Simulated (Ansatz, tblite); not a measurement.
## A script for Cd₃HgTe₄ (GFN2-xTB)

These are simulated results from tblite 0.8.0, not measurements. The cell was built from a prototype and was relaxed with r2SCAN in plane waves (Ansatz 0.2.0). It may be hypothetical. All runs are without spin polarisation.

Space group P-43m (No. 215), cubic; a = 6.561 Å in the conventional setting, 35.31 Å³ an atom. Cd is surrounded by 4 Te at 2.84 Å; Te is surrounded by 3 Cd at 2.84 Å and 1 Hg at 2.85 Å; Hg is surrounded by 4 Te at 2.85 Å.

tblite solves periodic systems at the zone centre alone, so the script builds a cluster of 2×2×2 conventional cells (64 atoms), which folds in a coarse mesh of k points.

Input script:

```python
import json
from ase import Atoms
from ase.build import make_supercell
from ase.units import Bohr, GPa, Hartree
from tblite.interface import Calculator

atoms = Atoms(['Cd', 'Te', 'Cd', 'Te', 'Cd', 'Te', 'Hg', 'Te'],
              cell=[[6.5613846, 0.0, 0.0], [0.0, 6.5613846, 0.0], [0.0, 0.0, 6.5613846]],
              scaled_positions=[[0.5, 0.0, 0.0], [0.750675303, 0.249324697, 0.249324697], [0.0, 0.5, 0.0], [0.249324697, 0.750675303, 0.249324697], [0.0, 0.0, 0.5], [0.249324697, 0.249324697, 0.750675303], [0.5, 0.5, 0.5], [0.750675303, 0.750675303, 0.750675303]],
              pbc=True)
cluster = make_supercell(atoms, [[2, 0, 0], [0, 2, 0], [0, 0, 2]])
calc = Calculator('GFN2-xTB', cluster.numbers, cluster.positions / Bohr, lattice=cluster.cell[:] / Bohr, periodic=cluster.pbc)
calc.set('temperature', 0.02 / Hartree)
calc.set('max-iter', 150)
res = calc.singlepoint()
levels = res.get('orbital-energies') * Hartree
nv = round(res.get('orbital-occupations').sum() / 2)
cells = len(cluster) // len(atoms)
out = {'energy_per_cell': res.get('energy') * Hartree / cells, 'homo': levels[nv - 1], 'lumo': levels[nv],
       'stress': (-res.get('virial') * Hartree / cluster.get_volume() / GPa).tolist(), 'charges': res.get('charges')[:len(atoms)].tolist(), 'electrons': 2 * nv / cells}
json.dump(out, open('results.json', 'w'))
for key, value in out.items():
    print(key, value)
```

Command: `python run.py`. It took 3.3 s on 1 thread of Arm Neoverse V2, on a shared host, peak memory 0.11 GiB.

What it printed:

```
------------------------------------------------------------
  cycle        total energy    energy error   density error
------------------------------------------------------------
      1     -116.4283211573  -1.1670369E+02   3.9701781E-01
      2     -118.3466019734  -1.9182808E+00   3.3961066E-01
      3     -121.7591587854  -3.4125568E+00   1.4963375E-01
      4     -122.0313720765  -2.7221329E-01   1.7593252E-01
      5     -121.9742042033   5.7167873E-02   1.8161526E-01
      6     -123.0161838726  -1.0419797E+00   4.8719505E-02
      7     -123.0713875394  -5.5203667E-02   4.0043823E-03
      8     -123.0628384892   8.5490502E-03   1.4099837E-02
      9     -123.0715134959  -8.6750067E-03   1.5240229E-03
     10     -123.0715424479  -2.8951992E-05   1.0485284E-03
     11     -123.0715550375  -1.2589562E-05   9.0437146E-04
     12     -123.0715887897  -3.3752196E-05   1.4457800E-04
     13     -123.0715896592  -8.6956067E-07   1.1718910E-05
------------------------------------------------------------

 total:                                   2.793 sec
energy_per_cell -418.61856685628425
homo -9.303295288932857
lumo -7.662485738283779
stress [[2.0416915415087686, -6.852038450915662e-06, -6.852040314593684e-06], [-6.852038450943273e-06, 2.041691541509171, -6.852039514812269e-06], [-6.8520403145142e-06, -6.852039514704337e-06, 2.041691541509029]]
charges [0.06495477634791547, -0.05870422737006051, 0.06495477636405789, -0.05870422737630154, 0.06495477635615543, -0.058704227373761825, 0.039897650189623435, -0.05862114407305577]
electrons 32.0
```

The cycle table is in hartree for the whole cluster, and the lines after it are in eV (the energy for one cell). The printed stress is in GPa and positive in compression, and the pressure is its mean diagonal.

GFN2-xTB gives a gap of 1.64 eV. On the same cell, plane-wave PBE (Ansatz, 4×4×4 k points and the special points) gives a gap of 0.26 eV and r2SCAN a gap of 0.69 eV; on shared hosts these took about 22 and 41 core-seconds on the 8-atom cell, against 3.3 for the script. Spin-orbit coupling, left out in all these runs, can cut or reorder the gap by tenths of an eV, up to about 1 eV with Pb or Bi. xTB was fitted to molecules, so gaps, charges and pressures of solids can be far off, and the gap also depends on the size of the cluster.

The same script was run on cells scaled at fixed shape and fractional coordinates:

```tsv
volume (Å³/atom)	energy (meV/atom)	pressure (GPa, positive in compression)	gap (eV)
31.07	134.3	8.88	3.35
33.19	45.0	4.86	2.41
35.31	0.0	2.04	1.64
37.43	-13.2	0.04	1.05
39.55	-3.6	-1.42	0.60
```

A Birch-Murnaghan fit puts the minimum at 37.48 Å³/atom, 6.1 % above the given cell, with a bulk modulus of 30.1 GPa at fixed shape.

xTB was fitted mostly to molecules, and a small cluster samples few k points, so gaps, pressures and kinks along a curve can be far from a solid's.

Spin-orbit coupling is left out; in compounds of Pb, Bi, Tl or Hg it can lower a gap by up to about 1 eV, split its edges or invert the bands.
